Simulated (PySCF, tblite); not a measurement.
# C₂H₆BGe radical: geometry, infrared bands and EPR parameters

What infrared bands and EPR parameters should C₂H₆BGe radical (`[BH][GeH2][CH]=C`) show?

Computed with tblite 0.8.0 and PySCF 2.14.0, with density-fitted response routines of our own, on a single molecule in the gas phase. Atoms are numbered from 0 throughout.

## (1) Starting geometry

10 atoms, charge 0, multiplicity 2; geometry from: force field or distance geometry start.

Bonds of the start (Å): B0–Ge1 2.05, Ge1–C2 1.90, C2–C3 1.35, B0–H4 1.19, Ge1–H5 1.55, Ge1–H6 1.54, C2–H7 1.08, C3–H8 1.09, C3–H9 1.09.

## (2) Geometry optimisation with GFN2-xTB

Job settings and geometry (Å):

```
{"job": {"kind": "relax", "xc": "GFN2-xTB", "basis": "xTB"}, "charge": 0, "multiplicity": 2}
B      2.307700    -0.679800     0.355000
Ge     0.917900     0.595100    -0.436600
C     -0.736800    -0.330600    -0.574200
C     -1.728200    -0.201800     0.326200
H      2.299200    -0.907700     1.521700
H      0.722100     1.754300     0.566100
H      1.453100     1.080600    -1.800600
H     -0.938400    -0.974100    -1.417200
H     -1.620400     0.415600     1.216100
H     -2.667400    -0.747100     0.220900
```

On the command line:

```console
OMP_NUM_THREADS=1 python probes_run.py task.json out
```

This one command runs all jobs of the session in turn.

**Question.** This job is followed by: GFN2-xTB harmonic vibrations, gas phase; UKS B3LYP, def2-TZVP-core on Ge, pcH-1 on B C H, non-relativistic, mean-field spin-orbit, GIAO. Predict these results of the whole session: strongest single infrared mode (GFN2-xTB); zero-point energy (GFN2-xTB); g(iso) (B3LYP); ⟨S²⟩; largest a(iso) (averaged by class); potential on the surface of density 0.002 e/bohr³, 1st and 99th percentile.

The runs gave:

| quantity | value |
| --- | --- |
| strongest single infrared mode (GFN2-xTB) | 1934 cm⁻¹, 511 km/mol |
| zero-point energy (GFN2-xTB) | 40.4 kcal/mol |
| g(iso) (B3LYP) | 2.00063 |
| ⟨S²⟩ | 0.753 (exact 0.75) |
| largest a(iso) (averaged by class) | 11B on B0, 233.1 MHz |
| potential on the surface of density 0.002 e/bohr³, 1st and 99th percentile | -0.52 V and 1.65 V |

What this shows: The optimisation took 77 steps and gained 0.280 eV; among the close pairs (by a distance rule), B0–Ge1 changed most, from 2.045 to 1.945 Å. No mode is imaginary among the 24: a minimum at this level. The strongest single mode, at 1934 cm⁻¹, moves mainly H6. Unscaled tight-binding wavenumbers are off by several per cent, some by more. Its intensities can rank the bands wrongly. Most of the unpaired spin sits on B0 (0.97 e). The isotropic g lies 1.7 ppt below the free-electron value. The hyperfine terms hold no scalar relativity, which the heavier nuclei need. These values are for one conformer; the search (at its own cheap level) found 1 more, at 0.30 kcal/mol, and measured spectra average over such forms.
